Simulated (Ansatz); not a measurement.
# AlSn: how the settings move a single-point run

Aim: see which settings change the result for AlSn, by how much, and at what cost.

Program: Ansatz 0.2.0. Level of theory: reference: DFT, PBEsol, all-electron LAPW, scalar-relativistic. These are calculated values, not measurements.

**1. The starting structure**

Symmetry: P-6m2, No. 187, hexagonal system. Conventional cell: a = 3.897 Å, b = 3.897 Å, c = 3.070 Å, α = 90.00°, β = 90.00°, γ = 120.00°. Al (site symmetry -6m2) is surrounded by 6 Sn at 2.72 Å and 2 Al at 3.07 Å. Around Sn (site symmetry -6m2) lie 6 Al at 2.72 Å and 2 Sn at 3.07 Å.

As a file:

```cif
data_structure
_symmetry_space_group_name_H-M 'P 1'
_symmetry_Int_Tables_number 1
_cell_length_a 3.8972
_cell_length_b 3.8972
_cell_length_c 3.0698
_cell_angle_alpha 90.000
_cell_angle_beta 90.000
_cell_angle_gamma 120.000
_cell_volume 40.38
loop_
_atom_site_label
_atom_site_type_symbol
_atom_site_fract_x
_atom_site_fract_y
_atom_site_fract_z
_atom_site_occupancy
Al1 Al 0.00000 0.00000 0.00000 1
Sn1 Sn 0.33333 0.66667 0.50000 1
```

**2. The reference run**

input.yaml reads:

```yaml
crystal:
  lattice:
    - [3.8971760296, 0.0, 0.0]
    - [-1.9485880148, 3.3750534446, 0.0]
    - [0.0, 0.0, 3.0698048219]
  atoms:
    - { symbol: Al, position: [0.0, 0.0, 0.0] }
    - { symbol: Sn, position: [0.3333333333, 0.6666666667, 0.5] }
kpoints:
  mp_grid: { grid: [10, 10, 11] }
  band_path:
    path:
      - [0.0, 0.0, 0.0]
      - [0.5, 0.0, 0.0]
      - [0.3333333333, 0.3333333333, 0.0]
      - [0.0, 0.0, 0.0]
      - [0.0, 0.0, 0.5]
      - [0.5, 0.0, 0.5]
      - [0.3333333333, 0.3333333333, 0.5]
      - [0.0, 0.0, 0.5]
      - [0.5, 0.0, 0.5]
    npoints: 6
scf:
  occupations: { method: fermi_dirac, width: 0.05 }
hamiltonian:
  xc: pbesol
  pseudopotentials: { kind: all_electron, lapw: { basis_error: 0.001 } }
output:
  forces: true
  stress: true
  eigenvalues: true
  populations: true
```

Launch:

```sh
> ansatz run input.yaml --threads 1 --pin off --max-ram 2048MiB --backend cpu --events-out ev --progress --plain --runs-dir out
```

**3. Changing settings: dispersion d4**

Changes to input.yaml since step 2:

```diff
@@ -27,2 +27,3 @@
   pseudopotentials: { kind: all_electron, lapw: { basis_error: 0.001 } }
+  dispersion: d4
 output:
```

What does the calculation give? Wanted: for each run, ending; energy change; pressure; gap; force.

**Answer**, as computed:

| run | ending | energy change | pressure (GPa) | gap (eV) | force (eV/Å) | cycles | time |
| --- | --- | --- | --- | --- | --- | --- | --- |
| reference | converged | 0 | 15.5 | 0.00 | 0.00 | 7 | 21 s |
| 1: dispersion d4 | converged | -239.6 meV/atom (offset of the dispersion model) | 13.8 | 0.00 | 0.00 | 7 | 21 s |

Residual by cycle in the longest SCF loop of each run; runs are numbered as in the table. The quantity is the density residual dr2, in eV.

| cycle | reference | run 1 |
| --- | --- | --- |
| 1 | 0.128 | 0.128 |
| 2 | 0.0821 | 0.0821 |
| 3 | 0.00231 | 0.00231 |
| 4 | 6.4e-5 | 6.4e-5 |
| 5 | 5.1e-6 | 5.1e-6 |
| 6 | 6.3e-8 | 6.3e-8 |
| 7 | 2.1e-9 | 2.1e-9 |

The energy moves by -239.6 meV/atom, nearly all of it the dispersion term itself (-239.6 meV/atom); that offset belongs to the model and is no gain or loss of stability; the pressure goes from 15.5 to 13.8 GPa. The structure is not at rest: the sound run finds 16 GPa, so these are no properties of the relaxed crystal. 
